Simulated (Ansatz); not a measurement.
# CH7NOSi (SMILES OCN[SiH3]): wB97M-V/cc-pVDZ

Aim: the energy change on altering one bond length of CH7NOSi at wB97M-V/cc-pVDZ, from 2 runs. 

The calculation is run with Ansatz 0.2.0.

122 further runs of the same task are left out: 122 set aside as unsound or not needed.

**1. The system as given**

CH7NOSi: 11 atoms, total charge 0, spin state singlet. As SMILES, `OCN[SiH3]`. The shape is that of a PBE0-D4/def2-TZVP optimisation. This is one conformer, not always the lowest.

Bond lengths: O1–C2 1.405 Å, C2–N3 1.432 Å, N3–Si4 1.720 Å, O1–H5 0.962 Å, C2–H6 1.095 Å, C2–H7 1.100 Å, N3–H8 1.009 Å, Si4–H9 1.487 Å, Si4–H10 1.492 Å, Si4–H11 1.485 Å. Some angles: O1–C2–N3 112.6°, C2–N3–Si4 124.6°, O1–C2–H6 104.7°, O1–C2–H7 111.2°, N3–C2–H6 112.6°, N3–C2–H7 107.8°, C2–O1–H5 107.2°, C2–N3–H8 113.6°, Si4–N3–H8 119.4°, N3–Si4–H9 108.0°.

**2. The energy at wB97M-V/cc-pVDZ**

The input, molecule.yaml:

```yaml
crystal:
  periodic: [false, false, false]
  atoms:
    - {symbol: O, position_ang: [-1.208000, 1.808500, -0.668400]}
    - {symbol: C, position_ang: [-0.009800, 1.197800, -0.260600]}
    - {symbol: "N", position_ang: [0.021500, -0.204300, -0.552200]}
    - {symbol: Si, position_ang: [0.472500, -1.425900, 0.571200]}
    - {symbol: H, position_ang: [-1.930700, 1.291100, -0.299300]}
    - {symbol: H, position_ang: [0.776900, 1.753100, -0.781300]}
    - {symbol: H, position_ang: [0.150800, 1.320600, 0.820400]}
    - {symbol: H, position_ang: [0.033200, -0.410500, -1.539700]}
    - {symbol: H, position_ang: [-0.212700, -1.140500, 1.860100]}
    - {symbol: H, position_ang: [1.934400, -1.515500, 0.858100]}
    - {symbol: H, position_ang: [0.037100, -2.731600, 0.012700]}
basis:
  gaussian: {orbitals: cc-pVDZ}
hamiltonian: {xc: {name: wB97M-V}}
accuracy: high
output: {orbitals: {seedname: orbitals}}
```

On the command line:

```console
$ ansatz run molecule.yaml --threads 1 --pin off --max-ram 3480MiB --events-out events.jsonl --progress --plain --runs-dir runs
```

The log of the run:

```text
Warning: RAYON_NUM_THREADS=1 ignored (pool sized by the plan → 1); use --threads N
Functional definition: wB97M-V
  name "wB97M-V"
  parameter omega = 0.3/bohr
  parameter cx = 0.15
  parameter cx01 = 1.007
  parameter cx10 = 0.259
  parameter css00 = 0.443
  parameter css04 = -1.437
  parameter css10 = -4.535
  parameter css20 = -3.390
  parameter css43 = 4.278
  parameter cos00 = 1.000
  parameter cos10 = 1.358
  parameter cos20 = 2.924
  parameter cos21 = -8.812
  parameter cos60 = -1.390
  parameter cos61 = 9.142
  parameter b = 6.0
  parameter c = 0.01
  gx(w, u) = 1 - cx + cx01*u + cx10*w
  gss(w, u) = css00 + css04*u^4 + css10*w + css20*w^2 + css43*w^4*u^3
  gos(w, u) = cos00 + cos10*w + (cos20 + cos21*u)*w^2 + (cos60 + cos61*u)*w^6
  exchange = spin_sum(e_x_unif_sr(omega)*gx(b97_w, b97_u_x)) + cx*exact_x_sr(omega) + exact_x_lr(omega)
  correlation = spin_sum(e_c_pw_mod_same_spin*gss(b97_w, b97_u_same))
      + integral(e_c_pw_mod_opposite_spin*gos(b97_w_opposite, b97_u_opposite)) + vv10(b, c)
2308 factors; integrals over basis functions are off by at most 3.8e-9 eV
400 factors; integrals over basis functions are off by at most 2.4e-9 eV
mean field evaluation 1: about -12559.0252 eV, gradient 4.5e1 eV
mean field evaluation 2: about -12559.6725 eV, gradient 4.3e1 eV
mean field evaluation 4: about -12562.9648 eV, gradient 6.9e-1 eV
mean field evaluation 8: about -12563.1163 eV, gradient 1.0e-1 eV
mean field evaluation 16: about -12563.1163 eV, gradient 1.4e-5 eV
mean field -12563.11633142 eV, -461.6860095935 hartree, gradient 2.9e-8 eV, S^2 0.000000; 0 other end points of the search recorded, 0 dependent functions left out
reference -12563.11633617 eV, -461.6860097680 hartree; 21, 21 occupied and 74, 74 virtual orbitals, 2308 factors
Total energy: -12563.11633617 eV, -461.6860097680 hartree
```

Wall time 36 s (1 thread of Intel Xeon 6975P-C (Granite Rapids), shared host); peak memory 0.66 GiB.

**3. The distorted shape at the same level**

The input, job.yaml:

```yaml
crystal:
  periodic: [false, false, false]
  atoms:
    - {symbol: O, position_ang: [-1.213850, 1.911600, -0.174650]}
    - {symbol: C, position_ang: [-0.015650, 1.300900, 0.233150]}
    - {symbol: "N", position_ang: [0.015650, -0.101200, -0.058450]}
    - {symbol: Si, position_ang: [0.466650, -1.322800, 1.064950]}
    - {symbol: H, position_ang: [-1.936550, 1.394200, 0.194450]}
    - {symbol: H, position_ang: [0.771050, 1.856200, -0.287550]}
    - {symbol: H, position_ang: [0.144950, 1.423700, 1.314150]}
    - {symbol: H, position_ang: [0.033200, -0.410500, -1.539700]}
    - {symbol: H, position_ang: [-0.218550, -1.037400, 2.353850]}
    - {symbol: H, position_ang: [1.928550, -1.412400, 1.351850]}
    - {symbol: H, position_ang: [0.031250, -2.628500, 0.506450]}
basis:
  gaussian: {orbitals: cc-pVDZ}
hamiltonian: {xc: {name: wB97M-V}}
accuracy: high
output: {orbitals: {seedname: orbitals}}
```

On the command line:

```console
$ ansatz run job.yaml --threads 1 --pin off --max-ram 3480MiB --events-out events.jsonl --progress --plain --runs-dir runs
```

The log of the run (excerpt; [...] marks lines left out):

```text
Warning: RAYON_NUM_THREADS=1 ignored (pool sized by the plan → 1); use --threads N
[... 2 set-up lines as earlier in the session ...]
[...]
  gx(w, u) = 1 - cx + cx01*u + cx10*w
  gss(w, u) = css00 + css04*u^4 + css10*w + css20*w^2 + css43*w^4*u^3
  gos(w, u) = cos00 + cos10*w + (cos20 + cos21*u)*w^2 + (cos60 + cos61*u)*w^6
[...]
      + integral(e_c_pw_mod_opposite_spin*gos(b97_w_opposite, b97_u_opposite)) + vv10(b, c)
2316 factors; integrals over basis functions are off by at most 3.9e-9 eV
408 factors; integrals over basis functions are off by at most 2.3e-9 eV
[...]
mean field -12560.84472831 eV, -461.6025297190 hartree, gradient 9.6e-8 eV, S^2 0.000000; 0 other end points of the search recorded, 0 dependent functions left out
reference -12560.84473314 eV, -461.6025298964 hartree; 21, 21 occupied and 74, 74 virtual orbitals, 2316 factors
Total energy: -12560.84473314 eV, -461.6025298964 hartree
```

Run time: 36 s. Hardware: 1 thread of Intel Xeon 6975P-C (Granite Rapids), shared host; peak memory 0.66 GiB.

**4. Outcome**

Level: wB97M-V/cc-pVDZ.

```
                                                         quantity          value
                                        first shape: total energy  -461.68601 Eh
                                         first shape: HOMO energy       -9.30 eV
                                         first shape: LUMO energy        2.74 eV
                                       first shape: HOMO–LUMO gap       12.04 eV
                                    distorted shape: total energy  -461.60253 Eh
                                     distorted shape: HOMO energy       -9.16 eV
                                     distorted shape: LUMO energy        0.80 eV
                                   distorted shape: HOMO–LUMO gap        9.96 eV
energy change with the N3–H8 bond stretched from 1.009 to 1.513 Å       2.272 eV
```

With the N3–H8 bond stretched from 1.009 to 1.513 Å the energy rises by 2.27 eV (219 kJ/mol). The first shape isn't relaxed at this level, so the change isn't measured from a minimum.
